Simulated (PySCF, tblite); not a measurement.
# C7H11BO: geometry, infrared bands and NMR shifts

What infrared bands and NMR shifts should C7H11BO (`BCO/C(C#C)=C/CC`) show?

Programs: tblite 0.8.0 and PySCF 2.14.0, with density-fitted response routines of our own. Each step states its level of theory. These are calculated values for one molecule in the gas phase, unless marked as measured. Atoms count from 0, in the outputs and in this text.

### Step 1. The starting structure

20 atoms, charge 0, multiplicity 1; geometry from: force field or distance geometry start.

Bonds of the start (Å): B0–C1 1.60, C1–O2 1.38, O2–C3 1.38, C3–C4 1.45, C4–C5 1.21, C3–C6 1.34, C6–C7 1.49, C7–C8 1.51, B0–H9 1.18, B0–H10 1.17, C1–H11 1.13, C1–H12 1.13, C5–H13 1.06, C6–H14 1.06, C7–H15 1.11, C7–H16 1.11, C8–H17 1.10, C8–H18 1.11, C8–H19 1.12.

### Step 2. Geometry optimisation with GFN2-xTB

Job settings and geometry (Å):

```
{"job": {"kind": "relax", "xc": "GFN2-xTB", "basis": "xTB"}, "charge": 0, "multiplicity": 1}
B      3.873000    -0.068000    -0.425500
C      2.367100    -0.501500    -0.121600
O      1.539100     0.517300    -0.561200
C      0.164200     0.573800    -0.508200
C     -0.428900     1.837500    -0.106600
C     -0.915900     2.900200     0.193100
C     -0.636300    -0.462700    -0.767300
C     -2.101700    -0.223300    -0.635500
C     -2.607400    -1.190600     0.408600
H      4.148600     1.074500    -0.471000
H      4.718700    -0.856200    -0.620900
H      2.197700    -1.424400    -0.750200
H      2.203400    -0.765400     0.967000
H     -1.332500     3.834900     0.460900
H     -0.219900    -1.401500    -1.047000
H     -2.598600    -0.377400    -1.610700
H     -2.323700     0.820900    -0.334100
H     -3.665100    -1.020800     0.645800
H     -2.442800    -2.220100     0.041400
H     -1.944000    -1.036600     1.298000
```

Launch:

```sh
$ OMP_NUM_THREADS=1 python probes_run.py task.json out
```

The driver reads the jobs from task.json and runs them one after another.

**Question.** This job is followed by: GFN2-xTB harmonic vibrations, gas phase; GIAO PBE0/pcSseg-1 NMR shielding, non-relativistic, gas phase. What will the session give for the following? strongest single infrared mode (GFN2-xTB); zero-point energy (GFN2-xTB); ¹³C shifts against TMS (PBE0/pcSseg-1); ¹H shifts against TMS (PBE0/pcSseg-1, means over atoms taken as alike); ¹¹B shifts against BF3·OEt2 (PBE0/pcSseg-1); ¹⁷O shifts against H2O (PBE0/pcSseg-1); surface potential, 1st and 99th percentile.

As calculated:

```
                                                              quantity                                           value
                             strongest single infrared mode (GFN2-xTB)                            860 cm⁻¹, 132 km/mol
                                          zero-point energy (GFN2-xTB)                                   98.4 kcal/mol
                                ¹³C shifts against TMS (PBE0/pcSseg-1)  146.8, 118.2, 89.0, 83.0, 74.7, 28.1, 17.9 ppm
¹H shifts against TMS (PBE0/pcSseg-1, means over atoms taken as alike)          7.99, 5.01, 4.23, 2.73, 2.53, 1.08 ppm
                           ¹¹B shifts against BF3·OEt2 (PBE0/pcSseg-1)                                        88.0 ppm
                                ¹⁷O shifts against H2O (PBE0/pcSseg-1)                                       127.2 ppm
                                 surface potential, 1st and 99th percentile                              -1.43 V and 1.56 V
```

**Reading.** Over 113 steps the energy fell by 0.632 eV; of the close pairs, C8–H19 changed most, 1.120 to 1.088 Å. All 54 modes are real, so the xTB geometry is a minimum. Unscaled tight-binding wavenumbers are off by several per cent, some by more. Its intensities can rank the bands wrongly. The most deshielded carbon is C3 (alkene carbon bearing oxygen), at 146.8 ppm: an sp2 carbon further deshielded by the attached heteroatom. At PBE0/pcSseg-1: Shielding is most anisotropic at C4 (span 292 ppm, paramagnetic term -147 ppm). By nearest atom (PBE0/pcSseg-1), the HOMO sits on C6 32 %; C3 17 % and the LUMO on B0 54 %; H9, H10 about 16 % each.
